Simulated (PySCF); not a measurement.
**CuO₂⁻: triplet, from a B3LYP minimum start**

The task is one start of a wider search on CuO₂⁻: the triplet, from a B3LYP minimum start. It is relaxed, tested by its Hessian and followed downhill if it is a saddle.

The runs use PySCF 2.14.0; B3LYP, basis Cu def2-SVPD, O def2-SVPD, no relativity, density fitting.

## (1) The system as given

3 atoms, charge -1, spin multiplicity 3.

Bond lengths: Cu1–O2 1.728 Å, Cu1–O3 1.728 Å. Angles: O2–Cu1–O3 180.0°.

```xyz
3
charge -1 multiplicity 3
Cu    0.0000    0.0000    0.0000
O     1.7277    0.0000    0.0000
O    -1.7277    0.0000    0.0000
```

## (2) First SCF at the start

The steps below are one call of a driver around PySCF. For each, scf.py gives the equivalent set-up of the SCF; relaxations use the driver's own optimiser. After this first run the driver tries any further starts and a stability analysis.

Contents of scf.py:

```python
from pyscf import gto, scf, dft
mol = gto.M(atom='''
Cu    -0.000000     0.000000     0.000000
O      1.727669     0.000000     0.000000
O     -1.727669     0.000000     0.000000''',
    basis={'Cu': 'def2-SVPD', 'O': 'def2-SVPD'},
    charge=-1, spin=2)
mf = dft.UKS(mol, xc='B3LYP')
mf.grids.atom_grid = (50, 194)
aux = {'Cu': 'def2-universal-JKFIT', 'O': 'def2-universal-JKFIT'}
mf = mf.density_fit(auxbasis=aux)
mf.conv_tol = 1e-08
mf.diis_space = 10
mf.max_cycle = 60
mf.init_guess = 'minao'
mf.verbose = 4
mf.kernel()
```

Command:

```bash
$ OMP_NUM_THREADS=2 python axn.py task.json out
```

The runs that follow: Relaxing the triplet from the B3LYP minimum start; Is it a minimum? Harmonic modes.

Q: Predict the outcome of this session. Wanted: minimum; geometry; wavenumbers; dipole moment; highest occupied, lowest empty level; polar-tensor charge of Cu1; zero-point energy; ⟨S²⟩.

As calculated:

| quantity | value |
| --- | --- |
| minimum | triplet, D∞h |
| geometry | Cu–O 1.728 Å (×2); O–Cu–O 180.0° |
| wavenumbers (cm⁻¹) | 171, 171, 520, 742 |
| dipole moment (centre of mass) | 0.00 D |
| highest occupied, lowest empty level (either spin) | -1.28, 1.72 eV |
| polar-tensor charge of Cu1 | +0.12 e |
| zero-point energy | 9.6 kJ/mol |
| entropy at 298.15 K | 260.1 J/(mol K) |
| ⟨S²⟩ | 2.038 |

What this shows: The molecule stays D∞h, as typed, and the end point is a minimum. The strongest infrared band lies at 171 cm⁻¹ (bend). The first SCF alone would have been 4 kJ/mol too high. Only this shape and spin were tried, so other structures or states may lie lower. The SCF density has lower symmetry than the nuclear frame. One determinant may miss the lowest occupation of an open d or f shell.
